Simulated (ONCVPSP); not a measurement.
# Boron: generating and testing an ONCV potential

Do these settings give a usable potential? It is generated, then checked for transferability, scattering, ghosts and hardness.

The numbers are computed with ONCVPSP 4.0.1.1 (patched build) (PBE, scalar-relativistic, spin-unpolarised reference atom).

## Step 1: Starting point

Typed settings, in words:

```
element                 : boron (B, Z = 5)
type                    : optimised norm-conserving Vanderbilt (ONCV)
frozen core             : [He]
valence charge          : 3
reference configuration : 2s2 2p1
partial waves           : 2s: rc 1.20 bohr, ncon 4, nbas 7, qcut 5 1/bohr, 3 projectors, debl 3.9 Ha; 2p: rc 2.25 bohr, ncon 3, nbas 6, qcut 6.5 1/bohr, 2 projectors, debl 3.5 Ha; d scattering state at 0.25 Ha: rc 2.40 bohr, ncon 3, nbas 6, qcut 3.7 1/bohr, 2 projectors, debl 1.8 Ha
local potential         : polynomial inside 1.05 bohr (lpopt 3, dvloc0 3 Ha)
core correction         : polynomial model core, fcfact 0.6
```

## Step 2: The generation run

Contents of B.dat:

```
# ATOM AND REFERENCE CONFIGURATION
# atsym  z   nc   nv     iexc    psfile
  B 5.00    1    2        4      upf
#
#   n    l    f
    1    0    2.00
    2    0    2.00
    2    1    1.00
#
# PSEUDOPOTENTIAL AND OPTIMIZATION
# lmax
    2
#
#   l,   rc,      ep,       ncon, nbas, qcut
    0    1.20    0.00    4    7    5.00
    1    2.25    0.00    3    6    6.50
    2    2.40    0.25    3    6    3.70
#
# LOCAL POTENTIAL
# lloc, lpopt,  rc(5),   dvloc0
    4    3    1.05    3.00
#
# VANDERBILT-KLEINMAN-BYLANDER PROJECTORs
# l, nproj, debl
    0    3    3.90
    1    2    3.50
    2    2    1.80
#
# MODEL CORE CHARGE
# icmod, fcfact, rcfact
    1    0.60    0.00
#
# LOG DERIVATIVE ANALYSIS
# epsh1, epsh2, depsh
   -2.00    5.00    0.02
#
# OUTPUT GRID
# rlmax, drl
    6.00    0.01
#
# TEST CONFIGURATIONS
# ncnf
    4
# nvcnf
#   n    l    f
    2
    2    0    2.00
    2    1    0.00
#
    2
    2    0    1.00
    2    1    0.00
#
    2
    2    0    2.00
    2    1    0.50
#
    2
    2    0    0.00
    2    1    3.00
#
```

Command:

```sh
$ oncvpsp.x < B.dat > B.out
```

**Question.** What will these runs give? Wanted: cutoffs for 1 and 0.1 mHa per electron, occupied waves; bound ghosts; GHOST(+) flags; largest test error; largest phase difference near zero energy, channels read; rms error of d²Exc/dn², without and with the model core.

As calculated:

| quantity | value |
| --- | --- |
| cutoffs for 1 and 0.1 mHa per electron, occupied waves | 12 Ha and 27 Ha |
| bound ghosts | s at -982.12 eV |
| GHOST(+) flags | s at 1866 eV |
| largest test error (AE − PS) | +90 meV, for 2s1 2p0 |
| largest phase difference near zero energy, channels read | 0.001 rad |
| rms error of d²Exc/dn², without and with the model core | 2.36 and 1.40 mHa |

What this shows: It has a bound ghost (s), a state that the atom doesn't have, and that rules the file out. By total energies transferability is fair: the largest error is 90 meV on 33.6 eV, for 2s1 2p0. By its cutoff, 12 Ha for the looser tolerance, it is soft on the atom at that tolerance. Near zero energy the phases of the channels with partial waves agree within 0.001 rad. The program also flags highly localised states, GHOST(+) (s). All of this concerns the isolated atom, not yet a solid.
